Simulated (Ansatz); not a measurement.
Runs of Ansatz 0.2.0 on CsLiCr2Te2S3. The structure is trigonal, space group P3m1 (No. 156). Conventional cell: a = 3.604 Å, b = 3.604 Å, c = 19.067 Å, α = 90.00°, β = 90.00°, γ = 120.00°. Cs (site symmetry 3m) has 3 S at 3.38 Å and 6 Cs at 3.60 Å and 3 Te at 3.77 Å as nearest neighbours. Li (site symmetry 3m) has 6 S at 2.63 to 2.66 Å as nearest neighbours. Cr (site symmetry 3m) is surrounded by 3 S at 2.40 Å and 3 Te at 2.74 Å. Cr (site symmetry 3m) has 6 S at 2.43 to 2.45 Å as nearest neighbours. Te (site symmetry 3m) has 6 Te at 3.60 Å and 3 Cs at 3.77 Å as nearest neighbours. Te (site symmetry 3m) is surrounded by 3 Cr at 2.74 Å. S (site symmetry 3m) has 3 Cr at 2.45 Å and 3 Li at 2.63 Å as nearest neighbours. Around S (site symmetry 3m) lie 3 Cr at 2.40 Å and 3 Li at 2.66 Å. The cell was built by a generator and needn't be a form met in nature.

```csv
potentials or basis,cutoff (eV),gap on the mesh (eV),pressure (GPa),moment (μB),largest force (eV/Å)
JTH PAW,1230,none,0.3,5.64,0.05
Ansatz PAW earlier set,1070,none,0.0,5.64,0.03
Ansatz NC with PseudoDojo standard (PBE files),1279,none,0.0,5.64,0.04
PseudoDojo standard (PBE files),1279,none,(a),5.65,0.05
SPMS NC,871,none,0.3,5.65,0.04
```

Alike in all rows: task single point; level PBE; spin collinear, ferromagnetic start; cell as given; k mesh 9 × 9 × 2; smearing fermi-dirac 0.05 eV.

Question: Fill in the values left out.

Answer: (a) 0.2.

Caveats: only a ferromagnetic start was run, and an antiferromagnetic order may lie lower in energy.

A k mesh can miss the band edges, and the runs leave out spin-orbit coupling on Cs, Te.

A gap of «none» marks a metal or a gap under the smearing width.

Not every run made on this cell is shown here.
